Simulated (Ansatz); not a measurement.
# YbSe2: the cost of one run

Method: DFT PBE, scalar-relativistic, plane waves, PAW, in Ansatz 0.2.0.

3 further runs of the same task are left out: 2 that didn't finish, 1 set aside as unsound or not needed. Runs told in other sessions of the task aren't counted.

### Step 1. Starting point

Symmetry: Fm-3m, No. 225, cubic system. The conventional cell has a = 6.781 Å, b = 6.781 Å, c = 6.781 Å, α = 90.00°, β = 90.00°, γ = 90.00°. Yb (site symmetry m-3m) has 8 Se at 2.94 Å in its first shell of neighbours. Around Se (site symmetry -43m) lie 4 Yb at 2.94 Å.

Coordinates:

```
CELL_PARAMETERS angstrom
0.00000 3.39053 3.39053
3.39053 0.00000 3.39053
3.39053 3.39053 0.00000
ATOMIC_POSITIONS crystal
Yb 0.00000 0.00000 0.00000
Se 0.25000 0.25000 0.25000
Se 0.75000 0.75000 0.75000
```

Starting moments: Yb 1.00 μB.

### Step 2. The first run

The input, input.yaml:

```yaml
crystal:
  lattice:
    - [0.0, 3.3905333344, 3.3905333344]
    - [3.3905333344, 0.0, 3.3905333344]
    - [3.3905333344, 3.3905333344, 0.0]
  atoms:
    - { symbol: Yb, position: [0.0, 0.0, 0.0], spin: 1.0 }
    - { symbol: Se, position: [0.25, 0.25, 0.25] }
    - { symbol: Se, position: [0.75, 0.75, 0.75] }
basis:
  ecutwfc: 420
  ecutrho_ratio: 4
kpoints:
  mp_grid: { grid: [10, 10, 10] }
hamiltonian:
  xc: pbe
scf:
  occupations: { method: gaussian, width: 0.05 }
output:
  forces: true
  stress: true
  eigenvalues: true
  populations: true
magnetization:
  spin_polarized: true
```

On the command line:

```
$ ansatz run input.yaml --threads 2 --pin off --max-ram 2662MiB --backend cpu --events-out ev --progress --plain --runs-dir out
```

**Question.** How long does this run take on 2 threads of Arm Neoverse V1, shared host, and how much memory does it need?

About 19 s, with a peak of 0.47 GiB.
